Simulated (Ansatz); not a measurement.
**C₃H₈ClGaSi₂: how energies converge with the basis set**

An exercise on one series of results from a longer session: the logs are not shown, and one member is left open.

The runs use Ansatz 0.2.0, Gaussian basis; one geometry, several basis sets.

The runs, in order: PBE0-D4/def2-SVP; ωB97M-V/def2-SVP; PBE0-D4/def2-QZVPP; ωB97M-V/def2-QZVPP; the functionals' def2-TZVPP values are taken from earlier runs.

### Structure used throughout

All runs share one geometry, relaxed beforehand with PBE0-D4 in a triple-zeta def2 set.

SMILES `[SiH3][SiH2][C]1=C[CH2][Ga]1[Cl]`, 15 atoms, charge 0, spin multiplicity 1.

Atoms are counted from 1 here; the program's logs count them from 0.

Bond lengths: Si1–Si2 2.341 Å, Si1–H8 1.488 Å, Si1–H9 1.489 Å, Si1–H10 1.489 Å, Si2–C3 1.847 Å, Si2–H11 1.493 Å, Si2–H12 1.489 Å, C3–C4 1.351 Å, C3–Ga6 1.968 Å, C4–C5 1.515 Å, C4–H13 1.094 Å, C5–Ga6 2.001 Å, C5–H14 1.093 Å, C5–H15 1.093 Å, Ga6–Cl7 2.134 Å. Angles: Si2–Si1–H8 111.6°, Si2–Si1–H9 110.0°, Si2–Si1–H10 109.8°, H8–Si1–H9 108.6°, H8–Si1–H10 108.6°, H9–Si1–H10 108.2°, Si1–Si2–C3 108.6°, Si1–Si2–H11 109.9°, Si1–Si2–H12 108.9°, C3–Si2–H11 111.4°, C3–Si2–H12 109.7°, H11–Si2–H12 108.2°, Si2–C3–C4 129.5°, Si2–C3–Ga6 143.6°, C4–C3–Ga6 86.8°, C3–C4–C5 116.1°, C3–C4–H13 123.4°, C5–C4–H13 120.5° and more.

The first run:

The input, in.yaml:

```yaml
crystal:
  periodic: [false, false, false]
  atoms:
    - {symbol: Si, position_ang: [0.153839, -0.164887, 2.826575]}
    - {symbol: Si, position_ang: [0.646656, -1.295226, 0.836639]}
    - {symbol: C, position_ang: [0.198822, -0.205760, -0.586470]}
    - {symbol: C, position_ang: [-0.774055, -0.357085, -1.511056]}
    - {symbol: C, position_ang: [-0.904564, 0.757177, -2.528508]}
    - {symbol: Ga, position_ang: [0.622871, 1.500473, -1.470378]}
    - {symbol: Cl, position_ang: [1.958161, 3.160853, -1.343404]}
    - {symbol: H, position_ang: [0.586775, -0.941611, 4.019925]}
    - {symbol: H, position_ang: [-1.311791, 0.078045, 2.924952]}
    - {symbol: H, position_ang: [0.845978, 1.153436, 2.841441]}
    - {symbol: H, position_ang: [-0.097307, -2.588318, 0.789128]}
    - {symbol: H, position_ang: [2.105203, -1.594691, 0.800870]}
    - {symbol: H, position_ang: [-1.440813, -1.223721, -1.548113]}
    - {symbol: H, position_ang: [-0.726552, 0.440892, -3.559045]}
    - {symbol: H, position_ang: [-1.863222, 1.280403, -2.492555]}
basis:
  gaussian: {orbitals: def2-SVP}
hamiltonian: {xc: pbe0, dispersion: d4}
output: {orbitals: {seedname: orbitals}}
```

The run is started by

```sh
$ ansatz run in.yaml --threads 2 --pin off --events-out ev --progress --plain --max-ram 22528MiB --backend cpu
```

Among the steps run: PBE0-D4 in def2-SVP; ωB97M-V in def2-SVP; PBE0-D4 in def2-QZVPP; ωB97M-V in def2-QZVPP.

One of the session's tables, all rows but one given; the rest of the session is left out.

It belongs to the step «Density functionals: the series». 

| functional | basis | HOMO (eV) | LUMO (eV) |
| --- | --- | --- | --- |
| PBE0-D4 | def2-SVP | -7.46 | -1.41 |
| PBE0-D4 | def2-TZVPP | -7.48 | -1.50 |
| PBE0-D4 | def2-QZVPP | -7.50 | -1.53 |
| ωB97M-V | def2-SVP | -9.56 | 0.45 |
| ωB97M-V | def2-TZVPP | -9.60 | 0.31 |
| ωB97M-V | def2-QZVPP | ? | ? |

Q: Estimate the row for ωB97M-V, def2-QZVPP from the others.

The run gave: HOMO (eV): -9.62; LUMO (eV): 0.20. In the column «HOMO (eV)» it is the lowest.
